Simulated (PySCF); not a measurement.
# One shape, several levels: As2 (SMILES [As]#[As])

Wanted: a comparison of 5 runs (HF/3-21G, PBE/cc-pVDZ, B3LYP/6-31G*, r2SCAN/cc-pVTZ, CCSD/STO-3G) of As2. 

The calculation is run with PySCF 2.14.0.

**1. The system as given**

The species is As2 (2 atoms), meant as a singlet with charge 0. As SMILES, `[As]#[As]`. Geometry: relaxed at PBE0-D4/def2-TZVP.

Bond lengths: As1–As2 2.089 Å.

**2. Energy and gradient at HF/3-21G (run 1)**

File calc.py:

```python
from pyscf import gto

molecule = gto.M(
    atom='''
As   0.000000   0.000000   0.002480
As   0.000000   0.000000   2.091490
''',
    max_memory=1860,
    verbose=4,
    basis='3-21g',
)

mf = molecule.RHF()
mf.conv_tol = 1e-10
mf.kernel()
if not mf.converged:
    mf = mf.newton().run(mf.mo_coeff, mf.mo_occ)

etot = mf.e_tot
print('Final energy', etot)
grad = mf.nuc_grad_method().kernel()
dip = mf.dip_moment()
pop, q = mf.mulliken_pop()
```

Command:

```
$ OMP_NUM_THREADS=1 python calc.py
```

The program printed:

```text
PySCF version 2.14.0

[INPUT] num. atoms = 2
[INPUT] num. electrons = 66
[INPUT] charge = 0
[INPUT] spin (= nelec alpha-beta = 2S) = 0
[INPUT] symmetry False subgroup None
[INPUT] Mole.unit = angstrom
[INPUT] Symbol           X                Y                Z      unit          X                Y                Z       unit  Magmom
[INPUT]  1 As     0.000000000000   0.000000000000   0.002480000000 AA    0.000000000000   0.000000000000   0.004686520789 Bohr   0.0
[INPUT]  2 As     0.000000000000   0.000000000000   2.091490000000 AA    0.000000000000   0.000000000000   3.952343292267 Bohr   0.0

nuclear repulsion = 275.859848776157
number of shells = 20
number of NR pGTOs = 108
number of NR cGTOs = 44
basis = 3-21g
ecp = {}

[... 33 lines left out ...]
converged SCF energy = -4446.84417926004
Final energy -4446.844179260042
[... 8 lines left out ...]
Dipole moment(X, Y, Z, Debye):  0.00000, -0.00000, -0.00000
[... 8 lines left out ...]
pop of  0 As 2pz          1.99785
pop of  0 As 3px          1.98300
pop of  0 As 3py          1.98300
pop of  0 As 3pz          1.98638
pop of  0 As 4px          0.40893
pop of  0 As 4py          0.40893
pop of  0 As 4pz          0.69056
pop of  0 As 5px          0.61092
pop of  0 As 5py          0.61092
pop of  0 As 5pz          0.38175
pop of  0 As 3dxy         2.00000
pop of  0 As 3dyz         1.99952
pop of  0 As 3dz^2        1.99481
pop of  0 As 3dxz         1.99952
pop of  0 As 3dx2-y2      2.00000
pop of  1 As 1s           1.99986
pop of  1 As 2s           1.99773
pop of  1 As 3s           2.00054
pop of  1 As 4s           0.83583
pop of  1 As 5s           1.11469
pop of  1 As 2px          1.99763
pop of  1 As 2py          1.99763
pop of  1 As 2pz          1.99785
pop of  1 As 3px          1.98300
pop of  1 As 3py          1.98300
pop of  1 As 3pz          1.98638
pop of  1 As 4px          0.40893
pop of  1 As 4py          0.40893
pop of  1 As 4pz          0.69056
pop of  1 As 5px          0.61092
pop of  1 As 5py          0.61092
pop of  1 As 5pz          0.38175
pop of  1 As 3dxy         2.00000
pop of  1 As 3dyz         1.99952
pop of  1 As 3dz^2        1.99481
pop of  1 As 3dxz         1.99952
pop of  1 As 3dx2-y2      2.00000
 ** Mulliken atomic charges  **
charge of    0As =      0.00000
charge of    1As =     -0.00000
```

Run time: 2.4 s. Hardware: 1 thread of Arm Neoverse N1, shared host; peak memory 0.12 GiB.

**3. Energy and gradient at PBE/cc-pVDZ (run 2)**

File job.py:

```python
# As2
from pyscf import gto, dft

molecule = gto.Mole()
molecule.atom = [
    ('As', (0.000000, -0.000000, 0.002480)),
    ('As', (-0.000000, 0.000000, 2.091490)),
]
molecule.verbose = 3
molecule.basis = 'cc-pvdz'
molecule.max_memory = 1860
molecule.build()

mf = dft.RKS(molecule)
mf.xc = 'pbe'
mf.grids.level = 5
mf.conv_tol = 1e-10
mf.kernel()
if not mf.converged:
    mf = mf.newton().run(mf.mo_coeff, mf.mo_occ)

etot = mf.e_tot
print('E(%s) = %.9f' % ('PBE', etot))
grad = mf.nuc_grad_method().kernel()
dip = mf.dip_moment()
pop, q = mf.mulliken_pop()
```

Command:

```
$ OMP_NUM_THREADS=1 python job.py
```

The program printed:

```text
converged SCF energy = -4471.03971086283
E(PBE) = -4471.039710863
--------------- RKS gradients ---------------
         x                y                z
0 As    -0.0000000000    -0.0000000000     0.0197182895
1 As     0.0000000000     0.0000000000    -0.0197182895
----------------------------------------------
Dipole moment(X, Y, Z, Debye): -0.00000, -0.00000,  0.00000
 ** Mulliken pop  **
pop of  0 As 1s           2.00001
pop of  0 As 2s           1.99986
pop of  0 As 3s           2.01905
pop of  0 As 4s           1.12096
pop of  0 As 5s           0.77337
pop of  0 As 2px          1.99998
pop of  0 As 2py          1.99998
pop of  0 As 2pz          1.99998
pop of  0 As 3px          2.00242
pop of  0 As 3py          2.00242
pop of  0 As 3pz          2.00312
pop of  0 As 4px          0.46421
pop of  0 As 4py          0.46421
pop of  0 As 4pz          0.66620
pop of  0 As 5px          0.51439
pop of  0 As 5py          0.51439
pop of  0 As 5pz          0.39777
pop of  0 As 3dxy         1.98310
pop of  0 As 3dyz         1.98283
pop of  0 As 3dz^2        1.98275
pop of  0 As 3dxz         1.98283
pop of  0 As 3dx2-y2      1.98310
pop of  0 As 4dxy         0.01690
pop of  0 As 4dyz         0.03617
pop of  0 As 4dz^2        0.03694
pop of  0 As 4dxz         0.03617
pop of  0 As 4dx2-y2      0.01690
pop of  1 As 1s           2.00001
pop of  1 As 2s           1.99986
pop of  1 As 3s           2.01905
pop of  1 As 4s           1.12096
pop of  1 As 5s           0.77337
pop of  1 As 2px          1.99998
pop of  1 As 2py          1.99998
pop of  1 As 2pz          1.99998
pop of  1 As 3px          2.00242
pop of  1 As 3py          2.00242
pop of  1 As 3pz          2.00312
pop of  1 As 4px          0.46421
pop of  1 As 4py          0.46421
pop of  1 As 4pz          0.66620
pop of  1 As 5px          0.51439
pop of  1 As 5py          0.51439
pop of  1 As 5pz          0.39777
pop of  1 As 3dxy         1.98310
pop of  1 As 3dyz         1.98283
pop of  1 As 3dz^2        1.98275
pop of  1 As 3dxz         1.98283
pop of  1 As 3dx2-y2      1.98310
pop of  1 As 4dxy         0.01690
pop of  1 As 4dyz         0.03617
pop of  1 As 4dz^2        0.03694
pop of  1 As 4dxz         0.03617
pop of  1 As 4dx2-y2      0.01690
 ** Mulliken atomic charges  **
charge of    0As =     -0.00000
charge of    1As =      0.00000
```

Run time: 14 s. Hardware: 1 thread of Arm Neoverse N1, shared host; peak memory 0.54 GiB.

Runs 3 to 4 aren't shown in full; the table further down has their settings and results.

**4. A single-point energy at CCSD/STO-3G (run 5)**

File calc.py:

```python
from pyscf import gto, scf, cc

mol = gto.Mole()
mol.atom = [
    ('As', (0.000000, -0.000000, 0.002480)),
    ('As', (-0.000000, 0.000000, 2.091490)),
]
mol.max_memory = 1860
mol.spin = 0
mol.verbose = 4
mol.basis = 'sto-3g'
mol.build()

mf = scf.RHF(mol)
mf.conv_tol = 1e-10
mf.kernel()
if not mf.converged:
    mf = mf.newton().run(mf.mo_coeff, mf.mo_occ)

mycc = cc.CCSD(mf, frozen=18)
mycc.kernel()
e_final = mycc.e_tot
print('E = %.10f Eh' % e_final)
dip = mf.dip_moment()
pop, q = mf.mulliken_pop()
```

Command:

```
$ OMP_NUM_THREADS=1 python calc.py
```

The program printed:

```text
PySCF version 2.14.0

[INPUT] num. atoms = 2
[INPUT] num. electrons = 66
[INPUT] charge = 0
[INPUT] spin (= nelec alpha-beta = 2S) = 0
[INPUT] symmetry False subgroup None
[INPUT] Mole.unit = angstrom
[INPUT] Symbol           X                Y                Z      unit          X                Y                Z       unit  Magmom
[INPUT]  1 As     0.000000000000   0.000000000000   0.002480000000 AA    0.000000000000   0.000000000000   0.004686520789 Bohr   0.0
[INPUT]  2 As     0.000000000000   0.000000000000   2.091490000000 AA    0.000000000000   0.000000000000   3.952343292267 Bohr   0.0

nuclear repulsion = 275.859848776157
number of shells = 16
number of NR pGTOs = 108
number of NR cGTOs = 36
basis = sto-3g
ecp = {}

[... 33 lines left out ...]
converged SCF energy = -4418.55157538315
[... 12 lines left out ...]
Init t2, MP2 energy = -4418.6758719769  E_corr(MP2) -0.124296593752585
[... 13 lines left out ...]
CCSD converged
[... 2 lines left out ...]
Dipole moment(X, Y, Z, Debye):  0.00000, -0.00000,  0.00000
 ** Mulliken pop  **
pop of  0 As 1s           2.00000
pop of  0 As 2s           1.99974
pop of  0 As 3s           1.99953
pop of  0 As 4s           1.89791
pop of  0 As 2px          1.99972
pop of  0 As 2py          1.99972
pop of  0 As 2pz          1.99969
pop of  0 As 3px          1.98578
pop of  0 As 3py          1.98578
pop of  0 As 3pz          1.98580
pop of  0 As 4px          1.01536
pop of  0 As 4py          1.01536
pop of  0 As 4pz          1.12859
pop of  0 As 3dxy         2.00000
pop of  0 As 3dyz         1.99914
pop of  0 As 3dz^2        1.98873
pop of  0 As 3dxz         1.99914
pop of  0 As 3dx2-y2      2.00000
pop of  1 As 1s           2.00000
pop of  1 As 2s           1.99974
pop of  1 As 3s           1.99953
pop of  1 As 4s           1.89791
pop of  1 As 2px          1.99972
pop of  1 As 2py          1.99972
pop of  1 As 2pz          1.99969
pop of  1 As 3px          1.98578
pop of  1 As 3py          1.98578
pop of  1 As 3pz          1.98580
pop of  1 As 4px          1.01536
pop of  1 As 4py          1.01536
pop of  1 As 4pz          1.12859
pop of  1 As 3dxy         2.00000
pop of  1 As 3dyz         1.99914
pop of  1 As 3dz^2        1.98873
pop of  1 As 3dxz         1.99914
pop of  1 As 3dx2-y2      2.00000
 ** Mulliken atomic charges  **
charge of    0As =     -0.00000
charge of    1As =      0.00000
```

Run time: 1.3 s. Hardware: 1 thread of Arm Neoverse N1, shared host; peak memory 0.1 GiB.

**5. All runs side by side**

```csv
run,level,integration grid,Cartesian functions,energy (Eh),dipole moment (D) of the reference,HOMO energy (eV),LUMO energy (eV),wall time
1,HF/3-21G,–,no,-4446.844179,0.00,-9.38,0.26,2.4 s
2,PBE/cc-pVDZ,5,no,-4471.039711,0.00,-6.46,-3.23,14 s
3,B3LYP/6-31G* (Cartesian functions),5,yes,-4471.278025,0.00,-7.23,-2.79,20 s
4,r2SCAN/cc-pVTZ,5,no,-4471.825712,0.00,-6.87,-3.39,53 s
5,CCSD/STO-3G,–,no,-4418.672953,0.00,-6.20,4.47,1.3 s
```

**6. What came out**

```
                                           quantity           value
                                run 5: total energy  -4418.67295 Eh
        run 5: dipole moment (Hartree–Fock density)          0.00 D
         run 5: HOMO energy (Hartree–Fock orbitals)        -6.20 eV
         run 5: LUMO energy (Hartree–Fock orbitals)         4.47 eV
       run 5: HOMO–LUMO gap (Hartree–Fock orbitals)        10.67 eV
run 5: correlation energy (18 core orbitals frozen)      -121.4 mEh
                               run 5: T1 diagnostic           0.003
```

**Reading.** Over runs 1, 2, 3, 4 the HOMO–LUMO gap runs from 3.23 eV (PBE/cc-pVDZ) to 9.64 eV (HF/3-21G). The two ends differ in method and basis. Totals of different functionals can't be ranked against each other. In run 5 the basis is minimal, so the values are rough. All runs together took 92 s, the longest 53 s.
